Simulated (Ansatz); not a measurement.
# C2H5BOSi: a ladder of functionals and wavefunction methods

An exercise on one series of results from a longer session: the logs are not shown, and one member is left open.

Computed with Ansatz 0.2.0, Gaussian basis. Level: functionals in def2-TZVPP, the program's frozen cores in correlated methods.

The runs, in order: LDA (SPW92), PBE-D4, revPBE-D4, BLYP-D4, r2SCAN-D4, B97M-V, PBE0-D4, B3LYP-D4, r2SCANh-D4, r2SCAN0-D4, HSE06-D4, BHLYP-D4, CAM-B3LYP-D4, LC-ωPBE, ωB97X-V, ωB97M-V, B2PLYP, PBE-QIDH; CCSD(T)/def2-SVP; MP2/def2-TZVPP; MP2/def2-QZVPP; RPA on PBE.

1 further run of the same task is left out (it didn't finish).

## The relaxed structure

The geometry comes from an earlier relaxation with PBE0-D4 in a triple-zeta def2 set; it is a stationary point, not always the lowest conformer.

SMILES `O=C1B[SiH2]C1`, 10 atoms, charge 0, spin multiplicity 1.

Atoms are counted from 1 here; the program's logs count them from 0.

Bond lengths: O1–C2 1.204 Å, C2–B3 1.640 Å, C2–C5 1.542 Å, B3–Si4 2.031 Å, B3–H6 1.190 Å, Si4–C5 1.910 Å, Si4–H7 1.488 Å, Si4–H8 1.488 Å, C5–H9 1.094 Å, C5–H10 1.095 Å. Angles: O1–C2–B3 130.4°, O1–C2–C5 126.4°, B3–C2–C5 103.3°, C2–B3–Si4 85.6°, C2–B3–H6 128.9°, Si4–B3–H6 145.5°, B3–Si4–C5 78.5°, B3–Si4–H7 118.2°, B3–Si4–H8 117.8°, C5–Si4–H7 115.0°, C5–Si4–H8 114.9°, H7–Si4–H8 109.5°, C2–C5–Si4 92.7°, C2–C5–H9 111.4°, C2–C5–H10 111.2°, Si4–C5–H9 117.1°, Si4–C5–H10 116.9°, H9–C5–H10 107.0°.

Set-up of the first run:

File in.yaml:

```yaml
crystal:
  periodic: [false, false, false]
  atoms:
    - {symbol: O, position_ang: [-1.798606, 0.799576, 1.433380]}
    - {symbol: C, position_ang: [-0.876560, 0.342796, 0.807410]}
    - {symbol: B, position_ang: [0.263933, -0.752871, 1.242613]}
    - {symbol: Si, position_ang: [0.991925, -0.506948, -0.637878]}
    - {symbol: C, position_ang: [-0.499928, 0.686365, -0.648306]}
    - {symbol: H, position_ang: [0.398303, -1.319051, 2.280295]}
    - {symbol: H, position_ang: [2.320180, 0.143919, -0.799344]}
    - {symbol: H, position_ang: [0.882632, -1.654131, -1.579576]}
    - {symbol: H, position_ang: [-1.318532, 0.456187, -1.337132]}
    - {symbol: H, position_ang: [-0.280248, 1.752958, -0.758464]}
basis:
  gaussian: {orbitals: def2-TZVPP}
hamiltonian: {xc: lda}
output: {orbitals: {seedname: orbitals}}
```

Launch:

```sh
> ansatz run in.yaml --threads 2 --pin off --events-out ev --progress --plain --max-ram 4352MiB
```

Steps of the session up to this table: LDA; PBE-D4 (GGA); revPBE-D4 (GGA); BLYP-D4 (GGA); r2SCAN-D4 (meta-GGA); B97M-V (meta-GGA); B3LYP-D4 (hybrid); r2SCANh-D4 (hybrid); r2SCAN0-D4 (hybrid); HSE06-D4 (hybrid); BHLYP-D4 (hybrid); CAM-B3LYP-D4 (range-separated); LC-ωPBE (range-separated); ωB97X-V (range-separated); ωB97M-V (range-separated); B2PLYP (double hybrid); PBE-QIDH (double hybrid).

One of the session's tables, all rows but one given; the rest of the session is left out.

It belongs to the step «Frontier levels by functional». 

```
  functional  HOMO (eV)  LUMO (eV)  gap (eV)
 LDA (SPW92)      -5.69      -4.86      0.82
      PBE-D4      -5.53      -4.61      0.92
   revPBE-D4      -5.47      -4.51      0.96
     BLYP-D4      -5.42      -4.42      1.00
   r2SCAN-D4      -5.77      -4.41      1.36
      B97M-V      -5.94      -4.44      1.50
     PBE0-D4      -6.92      -3.63      3.29
    B3LYP-D4          ?          ?         ?
  r2SCANh-D4      -6.29      -4.05      2.24
  r2SCAN0-D4      -7.08      -3.52      3.56
    HSE06-D4      -6.52      -4.01      2.50
    BHLYP-D4      -8.22      -2.51      5.71
CAM-B3LYP-D4      -8.27      -2.43      5.84
     LC-ωPBE      -9.56      -1.26      8.30
     ωB97X-V      -9.24      -1.35      7.89
     ωB97M-V      -9.15      -1.52      7.63
```

Q: Estimate the row for B3LYP-D4 from the others.

Worked estimate for «HOMO (eV)». Against the share of exact exchange, BLYP-D4 (0, -5.42), BHLYP-D4 (0.5, -8.22) give a slope of -5.60 per unit share; at 0.2 the line stands at -6.54.

The run gave: HOMO (eV): -6.69; LUMO (eV): -3.81; gap (eV): 2.88. In «HOMO (eV)» the line misses by +0.15.
